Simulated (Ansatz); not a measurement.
# C2H6FNSSi: molecular dynamics

Purpose: to follow the molecule's vibrations and see whether its bonds hold. The start is relaxed first. Runs: 214 steps of 0.5 fs at constant energy, with velocities drawn for 1000 K; 250 steps of 0.5 fs at constant energy, with velocities drawn for 700 K. SMILES of the start: F[SiH]1CN1CS.

Program: Ansatz 0.2.0. Level of theory: RKS B3LYP-D4/STO-3G. These are calculated values, not measurements.

## 1. The structure to begin with

Bond lengths: F1–Si2 1.559 Å, Si2–C3 1.856 Å, Si2–N4 1.709 Å, C3–N4 1.499 Å, N4–C5 1.489 Å, C5–S6 1.841 Å, Si2–H7 1.507 Å, C3–H8 1.010 Å, C3–H9 1.145 Å, C5–H10 1.059 Å, C5–H11 1.105 Å, S6–H12 1.355 Å. Angles (14 of 22 angles, heavy atoms first): F1–Si2–C3 115.3°, F1–Si2–N4 109.2°, C3–Si2–N4 49.5°, Si2–C3–N4 60.1°, Si2–N4–C3 70.3°, Si2–N4–C5 120.4°, C3–N4–C5 109.7°, N4–C5–S6 108.8°, F1–Si2–H7 116.3°, C3–Si2–H7 126.9°, N4–Si2–H7 101.4°, Si2–C3–H8 116.3°, Si2–C3–H9 114.9°, N4–C3–H8 123.5°.

Coordinates:

```xyz
12

F    -0.4179   -1.9248   -1.4980
Si    0.5023   -1.6891   -0.2622
C    -0.2273   -0.6373    1.0815
N     0.6339   -0.0098    0.0267
C    -0.1714    0.9572   -0.7684
S    -0.0109    2.6268   -0.0090
H     1.9497   -2.0784   -0.4223
H    -1.2349   -0.5643    1.0959
H     0.3000   -0.7156    2.0950
H     0.2404    1.0297   -1.7409
H    -1.2529    0.7383   -0.8258
H    -0.2340    2.2121    1.2613
```

## 2. Relaxing the start

File input.yaml:

```yaml
crystal:
  periodic: [false, false, false]
  atoms:
    - { symbol: F, position_ang: [-0.4179, -1.9248, -1.498] }
    - { symbol: Si, position_ang: [0.5023, -1.6891, -0.2622] }
    - { symbol: C, position_ang: [-0.2273, -0.6373, 1.0815] }
    - { symbol: "N", position_ang: [0.6339, -0.0098, 0.0267] }
    - { symbol: C, position_ang: [-0.1714, 0.9572, -0.7684] }
    - { symbol: S, position_ang: [-0.0109, 2.6268, -0.009] }
    - { symbol: H, position_ang: [1.9497, -2.0784, -0.4223] }
    - { symbol: H, position_ang: [-1.2349, -0.5643, 1.0959] }
    - { symbol: H, position_ang: [0.3, -0.7156, 2.095] }
    - { symbol: H, position_ang: [0.2404, 1.0297, -1.7409] }
    - { symbol: H, position_ang: [-1.2529, 0.7383, -0.8258] }
    - { symbol: H, position_ang: [-0.234, 2.2121, 1.2613] }
basis:
  gaussian: { orbitals: STO-3G }
hamiltonian:
  xc: b3lyp
  dispersion: d4
relax:
  f_tol: 0.02
  max_steps: 40
scf:
  lower_state_search: "off"
```

The run is started by

```sh
$ ansatz run input.yaml --threads 1 --pin off --max-ram 2048MiB --backend cpu --events-out ev --progress --plain --runs-dir out
```

Output, shortened:

```text
Warning: RAYON_NUM_THREADS=1 ignored (pool sized by the plan → 1); use --threads N
[...]
Functional definition: B3LYP
[...]
628 factors; integrals over basis functions are off by at most 1.1e-5 eV
[...]
mean field -24793.17973844 eV, -911.1325499668 hartree, gradient 2.2e-6 eV, S^2 0.000000; 0 other end points of the search recorded, 0 dependent functions left out
[...]
reference -24793.17993157 eV, -911.1325570644 hartree; 32, 32 occupied and 12, 12 virtual orbitals, 628 factors
relax step   1: F+E_penalty+E_count = -24793.68942114 eV  Δ(F+E_penalty+E_count) = +0.000e0 eV  max|allowed force component| = 5.950e0 eV/Å  Δτ_max = 0.0000 Å  (14 SCF iters, accepted)
[...]
relax step   3: F+E_penalty+E_count = -24794.75033074 eV  Δ(F+E_penalty+E_count) = -1.436e-1 eV  max|allowed force component| = 4.745e-1 eV/Å  Δτ_max = 0.1554 Å  (18 SCF iters, accepted)
[...]
relax step   5: F+E_penalty+E_count = -24794.78378249 eV  Δ(F+E_penalty+E_count) = -2.580e-3 eV  max|allowed force component| = 4.204e-1 eV/Å  Δτ_max = 0.1905 Å  (18 SCF iters, accepted)
[...]
relax step   7: F+E_penalty+E_count = -24794.80870517 eV  Δ(F+E_penalty+E_count) = -3.885e-3 eV  max|allowed force component| = 6.347e-2 eV/Å  Δτ_max = 0.0488 Å  (19 SCF iters, accepted)
[...]
relax step   9: F+E_penalty+E_count = -24794.81434016 eV  Δ(F+E_penalty+E_count) = -1.203e-3 eV  max|allowed force component| = 7.560e-2 eV/Å  Δτ_max = 0.0513 Å  (19 SCF iters, accepted)
[...]
relax step  11: F+E_penalty+E_count = -24794.81493943 eV  Δ(F+E_penalty+E_count) = -1.120e-4 eV  max|allowed force component| = 1.465e-2 eV/Å  Δτ_max = 0.0097 Å  (13 SCF iters, accepted)
Total energy: -24794.81513209 eV, -911.1926495751 hartree
Atom 0 at    -0.615788    -2.117050    -1.433946 Å, force    -0.000459     0.004338     0.001648 eV/Å
Atom 1 at     0.529552    -1.654598    -0.358363 Å, force    -0.002748    -0.012595    -0.013057 eV/Å
Atom 2 at    -0.010614    -0.681855     1.086225 Å, force     0.001356    -0.003130     0.014652 eV/Å
Atom 3 at     0.804662     0.087679    -0.016042 Å, force    -0.000867     0.009839     0.004269 eV/Å
Atom 4 at    -0.075805     1.087042    -0.754671 Å, force     0.000696     0.005148     0.006164 eV/Å
Atom 5 at    -0.168300     2.699020     0.115615 Å, force    -0.000790    -0.003474    -0.002204 eV/Å
Atom 6 at     1.691648    -2.515998    -0.372355 Å, force     0.006196    -0.003936     0.001738 eV/Å
Atom 7 at    -1.071205    -0.407157     1.191554 Å, force     0.002695     0.000851     0.000609 eV/Å
Atom 8 at     0.501178    -0.708595     2.058583 Å, force    -0.003817    -0.001673     0.001517 eV/Å
Atom 9 at     0.394888     1.282335    -1.736653 Å, force     0.004399     0.002787    -0.014470 eV/Å
Atom 10 at    -1.102590     0.700548    -0.947420 Å, force    -0.006638    -0.000276    -0.002944 eV/Å
Atom 11 at    -0.800625     2.173428     1.201274 Å, force    -0.000025     0.002121     0.002078 eV/Å
Dipole moment:    -0.194873    -0.424068    -0.051982 e Å
Checks for a lower state left out: stability, starts, cluster_reference, orbital_swaps, neighbouring_geometries, increment
```

Wall time 57 s (1 thread of Intel Xeon at 2.70GHz, shared host); peak memory 0.18 GiB.

Step by step:

| step | energy from step 1 (eV) | largest force component (eV/Å) |
| --- | --- | --- |
| 1 | 0.0000 | 5.9499 |
| 2 | -0.9173 | 1.1335 |
| 3 | -1.0609 | 0.4745 |
| 4 | -1.0918 | 0.5104 |
| 5 | -1.0944 | 0.4204 |
| 6 | -1.1154 | 0.1585 |
| 7 | -1.1193 | 0.0635 |
| 8 | -1.1237 | 0.0841 |
| 9 | -1.1249 | 0.0756 |
| 10 | -1.1254 | 0.0236 |
| 11 | -1.1255 | 0.0147 |

Step 1 is the start.

After: Bond lengths: F1–Si2 1.638 Å, Si2–C3 1.823 Å, Si2–N4 1.797 Å, C3–N4 1.572 Å, N4–C5 1.523 Å, C5–S6 1.834 Å, Si2–H7 1.447 Å, C3–H8 1.101 Å, C3–H9 1.099 Å, C5–H10 1.106 Å, C5–H11 1.114 Å, S6–H12 1.362 Å. Angles (14 of 22 angles, heavy atoms first): F1–Si2–C3 117.6°, F1–Si2–N4 120.4°, C3–Si2–N4 51.5°, Si2–C3–N4 63.4°, Si2–N4–C3 65.1°, Si2–N4–C5 117.1°, C3–N4–C5 111.2°, N4–C5–S6 112.1°, F1–Si2–H7 112.8°, C3–Si2–H7 124.3°, N4–Si2–H7 117.1°, Si2–C3–H8 119.6°, Si2–C3–H9 123.4°, N4–C3–H8 116.4°.

## 3. Run 1

214 steps of 0.5 fs at constant energy, with velocities drawn for 1000 K, from the relaxed start.

File input.yaml:

```yaml
crystal:
  periodic: [false, false, false]
  atoms:
    - { symbol: F, position_ang: [-0.615788, -2.11705, -1.433946] }
    - { symbol: Si, position_ang: [0.529552, -1.654598, -0.358363] }
    - { symbol: C, position_ang: [-0.010614, -0.681855, 1.086225] }
    - { symbol: "N", position_ang: [0.804662, 0.087679, -0.016042] }
    - { symbol: C, position_ang: [-0.075805, 1.087042, -0.754671] }
    - { symbol: S, position_ang: [-0.1683, 2.69902, 0.115615] }
    - { symbol: H, position_ang: [1.691648, -2.515998, -0.372355] }
    - { symbol: H, position_ang: [-1.071205, -0.407157, 1.191554] }
    - { symbol: H, position_ang: [0.501178, -0.708595, 2.058583] }
    - { symbol: H, position_ang: [0.394888, 1.282335, -1.736653] }
    - { symbol: H, position_ang: [-1.10259, 0.700548, -0.94742] }
    - { symbol: H, position_ang: [-0.800625, 2.173428, 1.201274] }
basis:
  gaussian: { orbitals: STO-3G }
hamiltonian:
  xc: b3lyp
  dispersion: d4
md:
  timestep: 0.5
  n_steps: 214
  ensemble: nve
  temperature: 1000.0
  initial_velocities: maxwell_boltzmann
  seed: 274252
scf:
  lower_state_search: "off"
```

The run is started by

```sh
$ ansatz run input.yaml --threads 1 --pin off --max-ram 2048MiB --backend cpu --events-out ev --progress --plain --runs-dir out
```

Output, shortened:

```text
Warning: RAYON_NUM_THREADS=1 ignored (pool sized by the plan → 1); use --threads N
[...]
[... 1 set-up line as earlier in the session ...]
[...]
626 factors; integrals over basis functions are off by at most 1.3e-5 eV
[...]
mean field -24794.31949567 eV, -911.1744352725 hartree, gradient 1.8e-6 eV, S^2 0.000000; 0 other end points of the search recorded, 0 dependent functions left out
[...]
reference -24794.31968993 eV, -911.1744424114 hartree; 32, 32 occupied and 12, 12 virtual orbitals, 626 factors
md step     0: t =     0.00 fs  T =  1000.0 K  F+E_penalty+E_count = -24794.81493711 eV  E_kin = 1.292600 eV  conserved = -24793.52233712 eV  (15 SCF iters)
[...]
md step    15: t =     7.50 fs  T =   289.2 K  F+E_penalty+E_count = -24793.88802218 eV  E_kin = 0.373832 eV  conserved = -24793.51419006 eV  (19 SCF iters, 3 dispersion substeps)
[...]
md step    30: t =    15.00 fs  T =   502.0 K  F+E_penalty+E_count = -24794.16673018 eV  E_kin = 0.648866 eV  conserved = -24793.51786380 eV  (21 SCF iters, 3 dispersion substeps)
[...]
md step    45: t =    22.50 fs  T =   428.2 K  F+E_penalty+E_count = -24794.06907471 eV  E_kin = 0.553550 eV  conserved = -24793.51552501 eV  (20 SCF iters, 3 dispersion substeps)
[...]
md step    60: t =    30.00 fs  T =   562.7 K  F+E_penalty+E_count = -24794.24639552 eV  E_kin = 0.727405 eV  conserved = -24793.51899049 eV  (20 SCF iters, 3 dispersion substeps)
md step    61: t =    30.50 fs  T =   562.1 K  F+E_penalty+E_count = -24794.24563217 eV  E_kin = 0.726606 eV  conserved = -24793.51902664 eV  (20 SCF iters, 3 dispersion substeps)
md step    62: t =    31.00 fs  T =   539.5 K  F+E_penalty+E_count = -24794.21586504 eV  E_kin = 0.697392 eV  conserved = -24793.51847280 eV  (20 SCF iters, 3 dispersion substeps)
```

## 4. More of the same log: dynamics from the start

Output, continued, shortened:

```text
md step    63: t =    31.50 fs  T =   501.5 K  F+E_penalty+E_count = -24794.16585849 eV  E_kin = 0.648257 eV  conserved = -24793.51760145 eV  (20 SCF iters, 3 dispersion substeps)
[...]
md step    84: t =    42.00 fs  T =   530.8 K  F+E_penalty+E_count = -24794.20248494 eV  E_kin = 0.686141 eV  conserved = -24793.51634381 eV  (20 SCF iters, 3 dispersion substeps)
[...]
md step   105: t =    52.50 fs  T =   501.0 K  F+E_penalty+E_count = -24794.16476161 eV  E_kin = 0.647598 eV  conserved = -24793.51716389 eV  (20 SCF iters, 3 dispersion substeps)
[...]
md step   126: t =    63.00 fs  T =   504.7 K  F+E_penalty+E_count = -24794.16947729 eV  E_kin = 0.652315 eV  conserved = -24793.51716197 eV  (19 SCF iters, 3 dispersion substeps)
[...]
md step   146: t =    73.00 fs  T =   579.7 K  F+E_penalty+E_count = -24794.26693600 eV  E_kin = 0.749372 eV  conserved = -24793.51756372 eV  (20 SCF iters, 3 dispersion substeps)
md step   147: t =    73.50 fs  T =   526.2 K  F+E_penalty+E_count = -24794.19734343 eV  E_kin = 0.680186 eV  conserved = -24793.51715707 eV  (20 SCF iters, 3 dispersion substeps)
```

## 5. The log goes on: dynamics from the start

Output, continued, shortened:

```text
md step   148: t =    74.00 fs  T =   472.5 K  F+E_penalty+E_count = -24794.12742189 eV  E_kin = 0.610753 eV  conserved = -24793.51666928 eV  (20 SCF iters, 3 dispersion substeps)
[...]
md step   164: t =    82.00 fs  T =   581.6 K  F+E_penalty+E_count = -24794.26966486 eV  E_kin = 0.751800 eV  conserved = -24793.51786470 eV  (21 SCF iters, 3 dispersion substeps)
[...]
md step   180: t =    90.00 fs  T =   524.0 K  F+E_penalty+E_count = -24794.19516092 eV  E_kin = 0.677359 eV  conserved = -24793.51780149 eV  (19 SCF iters, 3 dispersion substeps)
[...]
md step   196: t =    98.00 fs  T =   428.6 K  F+E_penalty+E_count = -24794.06997906 eV  E_kin = 0.553967 eV  conserved = -24793.51601158 eV  (19 SCF iters, 3 dispersion substeps)
[...]
Atom 4 at    -0.225243     1.145970    -0.768963 Å, force     2.726139     0.492592     0.510632 eV/Å
Atom 5 at    -0.069632     2.722943     0.147227 Å, force    -0.707928     0.099297     0.503241 eV/Å
Atom 6 at     1.813584    -2.426657    -0.594199 Å, force     1.081686    -0.279831    -0.030357 eV/Å
Atom 7 at    -1.204856    -0.787515     1.122736 Å, force    -0.720746     0.526467    -0.132862 eV/Å
Atom 8 at     0.346883    -0.704501     2.034230 Å, force     0.211853     0.615385     0.259471 eV/Å
Atom 9 at     0.419904     1.403603    -1.658997 Å, force    -1.644486    -0.818591    -0.293576 eV/Å
Atom 10 at    -1.248372     0.783464    -0.818761 Å, force    -1.097635     0.421668    -1.295142 eV/Å
Atom 11 at    -0.860070     2.261518     1.159310 Å, force     0.114630     0.268557     0.111726 eV/Å
Dipole moment:    -0.042060    -0.396259    -0.052108 e Å
Checks for a lower state left out: stability, starts, cluster_reference, orbital_swaps, neighbouring_geometries, increment
```

Run time: 11 min. Hardware: 1 thread of Intel Xeon at 2.70GHz, shared host; peak memory 0.12 GiB.

## 6. What the atoms did

The trajectory, every 9 steps (energies from step 0):

| time (fs) | T (K) | potential energy change (meV/atom) | total energy change (meV/atom) |
| --- | --- | --- | --- |
| 0.0 | 1000 | 0.0 | 0.00 |
| 4.5 | 543 | 49.6 | 0.29 |
| 9.0 | 441 | 60.7 | 0.43 |
| 13.5 | 537 | 50.3 | 0.40 |
| 18.0 | 447 | 60.0 | 0.52 |
| 22.5 | 428 | 62.2 | 0.57 |
| 27.0 | 410 | 64.0 | 0.53 |
| 31.5 | 502 | 54.1 | 0.39 |
| 36.0 | 302 | 75.7 | 0.49 |
| 40.5 | 605 | 42.9 | 0.28 |
| 45.0 | 478 | 56.6 | 0.38 |
| 49.5 | 515 | 52.6 | 0.39 |
| 54.0 | 415 | 63.6 | 0.54 |
| 58.5 | 622 | 41.2 | 0.42 |
| 63.0 | 505 | 53.8 | 0.43 |
| 67.5 | 478 | 56.7 | 0.45 |
| 72.0 | 667 | 36.3 | 0.35 |
| 76.5 | 380 | 67.3 | 0.48 |
| 81.0 | 562 | 47.6 | 0.39 |
| 85.5 | 416 | 63.4 | 0.51 |
| 90.0 | 524 | 51.6 | 0.38 |
| 94.5 | 497 | 54.6 | 0.42 |
| 99.0 | 458 | 58.9 | 0.52 |
| 103.5 | 437 | 61.1 | 0.49 |
| 107.0 | 417 | 63.2 | 0.36 |

time (fs), T (K) and a bar:
```
      0.0       1000 ##############################
      4.5        543 ##########
      9.5        517 ########
     14.0        534 #########
     18.5        487 #######
     23.5        436 #####
     28.0        431 #####
     32.5        418 ####
     37.0        329 
     42.0        531 #########
     46.5        402 ###
     51.0        585 ###########
     56.0        497 ########
     60.5        638 ##############
     65.0        369 ##
     70.0        684 ################
     74.5        425 ####
     79.0        477 #######
     83.5        548 ##########
     88.5        473 ######
     93.0        494 #######
     97.5        436 #####
    102.5        540 #########
    107.0        417 ####
```

## 7. Snapshots as a file

Extended XYZ, with forces in eV/Å:

```xyz
12
time_fs=13.5 T=537 dE=0.6037
F    -0.620   -2.196   -1.518    1.509    0.659    1.724
Si    0.527   -1.697   -0.337   -2.737    0.280   -0.845
C     0.020   -0.667    1.128    0.187    0.607    0.645
N     0.804    0.063   -0.048   -0.107    0.704    0.432
C    -0.065    1.130   -0.763    0.108   -0.679    0.862
S    -0.190    2.770    0.136    0.553   -0.657   -1.429
H     1.550   -2.665   -0.118    0.642   -0.236   -0.234
H    -1.030   -0.274    1.328    1.177   -0.697   -0.286
H     0.662   -0.669    2.089   -1.168   -0.079   -1.486
H     0.322    1.219   -1.761    1.522    1.016   -1.001
H    -1.048    0.768   -1.060   -1.446   -0.474    0.861
H    -0.473    2.193    1.306   -0.239   -0.445    0.755
12
time_fs=27.0 T=410 dE=0.7684
F    -0.529   -2.230   -1.489   -1.770   -0.479   -1.383
Si    0.433   -1.729   -0.340    1.740    2.711    1.335
C     0.059   -0.646    1.080   -2.002   -0.645   -1.171
N     0.814    0.095   -0.059    0.056   -0.855   -0.511
C    -0.058    1.129   -0.745    0.468    1.817   -0.471
S    -0.196    2.790    0.138    0.334   -0.489   -0.097
H     1.597   -2.516   -0.324    0.951   -0.632    0.041
H    -1.011   -0.468    1.304    0.303    0.541   -0.089
H     0.635   -0.754    1.958    0.994   -0.044    1.699
H     0.514    1.544   -1.691   -1.779   -1.897    1.153
H    -1.135    0.784   -0.832    0.836    0.107   -1.029
H    -0.230    2.238    1.365   -0.130   -0.135    0.522
12
time_fs=40.0 T=604 dE=0.5152
F    -0.539   -2.281   -1.517    0.054    0.518    0.882
Si    0.448   -1.678   -0.322   -1.076    0.091   -2.067
C     0.014   -0.660    1.093    1.478    0.557    0.357
N     0.821    0.058   -0.092   -0.576    0.927    1.057
C    -0.077    1.169   -0.716   -0.817   -2.695   -0.661
S    -0.183    2.776    0.143    0.418   -0.009    0.337
H     1.662   -2.352   -0.463    1.207   -0.917    0.320
H    -0.940   -0.198    1.229   -1.401   -0.027    0.268
H     0.572   -0.731    2.048   -0.127    0.045   -0.279
H     0.373    1.238   -1.723   -0.060    0.915   -0.132
H    -1.130    0.743   -0.914    0.972    0.635    0.390
H    -0.131    2.259    1.417   -0.071   -0.041   -0.471
12
time_fs=53.5 T=432 dE=0.7400
F    -0.560   -2.297   -1.496    0.434    0.556    0.627
Si    0.495   -1.648   -0.386   -1.914    1.380    1.477
C    -0.028   -0.586    1.125   -0.649   -1.744   -0.568
N     0.776    0.103   -0.044    0.086   -0.109   -0.053
C    -0.096    1.082   -0.738   -1.470    2.347    0.033
S    -0.150    2.752    0.151    0.115   -1.615    0.561
H     1.602   -2.438   -0.146    1.536   -1.103   -0.116
H    -1.161   -0.427    1.266    1.826    0.377   -0.297
H     0.542   -0.625    2.104   -0.670    0.098   -1.100
H     0.107    1.369   -1.766    1.860   -0.162   -0.781
H    -1.120    0.749   -0.934   -1.088   -0.590    0.977
H    -0.157    2.130    1.398   -0.066    0.564   -0.760
12
time_fs=67.0 T=432 dE=0.7399
F    -0.552   -2.265   -1.421   -0.373    0.235   -0.248
Si    0.524   -1.615   -0.382   -1.172    0.953   -0.796
C    -0.060   -0.673    1.015   -0.839    0.971    0.737
N     0.740    0.172   -0.002    0.438   -0.813   -0.993
C    -0.214    1.139   -0.776    3.398   -0.919    0.887
S    -0.109    2.690    0.147   -0.096    1.074    0.304
H     1.552   -2.525   -0.266    1.756   -0.966    0.323
H    -1.056   -0.259    1.115   -0.892   -0.500    0.158
H     0.422   -0.670    1.972    0.560   -0.258    1.123
H     0.432    1.195   -1.708   -2.076    0.511    0.032
H    -1.239    0.767   -0.758   -0.666   -0.342   -1.186
H    -0.306    2.092    1.366   -0.038    0.054   -0.341
12
time_fs=80.0 T=522 dE=0.6232
F    -0.568   -2.216   -1.368   -0.009   -0.179   -0.525
Si    0.569   -1.593   -0.383   -1.735    0.609    0.456
C    -0.161   -0.695    1.048    3.385   -0.901   -0.898
N     0.738    0.151   -0.070   -1.365   -0.307    0.700
C    -0.211    1.121   -0.780   -2.071   -0.643    0.784
S    -0.079    2.669    0.147   -0.478    0.839   -0.023
H     1.784   -2.251   -0.349    1.492   -1.102   -0.039
H    -1.223   -0.650    1.077   -1.477    0.751   -0.036
H     0.315   -0.835    2.038   -0.216    0.666   -0.349
H     0.036    1.433   -1.782    1.130   -0.425   -1.217
H    -1.290    0.695   -0.901    1.461    0.765    0.582
H    -0.521    2.097    1.280   -0.118   -0.074    0.567
12
time_fs=93.5 T=492 dE=0.6627
F    -0.585   -2.179   -1.353    0.521   -0.179    0.019
Si    0.615   -1.603   -0.380   -1.730   -0.768   -0.750
C    -0.117   -0.730    1.014   -2.497    2.495    0.864
N     0.615    0.089   -0.068    0.448    0.272    0.002
C    -0.198    1.096   -0.773   -1.835   -0.021   -1.329
S    -0.071    2.688    0.158    0.530    0.760   -1.383
H     1.853   -2.223   -0.502    1.326   -0.905   -0.074
H    -1.258   -0.492    0.917    1.806   -1.068    0.399
H     0.204   -0.409    2.027    0.174   -0.920   -0.125
H     0.131    1.096   -1.858    0.321    0.960    1.032
H    -1.329    0.858   -0.907    1.369   -0.126    0.718
H    -0.700    2.207    1.232   -0.433   -0.499    0.628
12
time_fs=107.0 T=417 dE=0.7586
F    -0.574   -2.163   -1.354   -0.334   -0.557   -0.608
Si    0.641   -1.674   -0.391   -2.162    2.167    1.489
C    -0.125   -0.672    1.048    1.264   -2.555   -0.892
N     0.550    0.075   -0.076    1.269   -0.381    0.378
C    -0.225    1.146   -0.769    2.726    0.493    0.511
S    -0.070    2.723    0.147   -0.708    0.099    0.503
H     1.814   -2.427   -0.594    1.082   -0.280   -0.030
H    -1.205   -0.787    1.123   -0.721    0.526   -0.133
H     0.347   -0.705    2.034    0.212    0.615    0.260
H     0.420    1.404   -1.659   -1.645   -0.819   -0.294
H    -1.248    0.783   -0.819   -1.098    0.422   -1.295
H    -0.860    2.261    1.159    0.115    0.269    0.112
```

On run 1: The temperature starts at 1000 K and averages 500 K in the second half, where it ranges from 354 to 705 K. About half is expected from a start at a minimum: kinetic energy passes into potential energy until both shares match. The total energy strays from its start by at most 0.68 meV/atom, 1.3 % of the mean kinetic energy, which is good for a step of 0.5 fs. The bonding pattern survives the run.

(Part 1 of 2 ends here.)
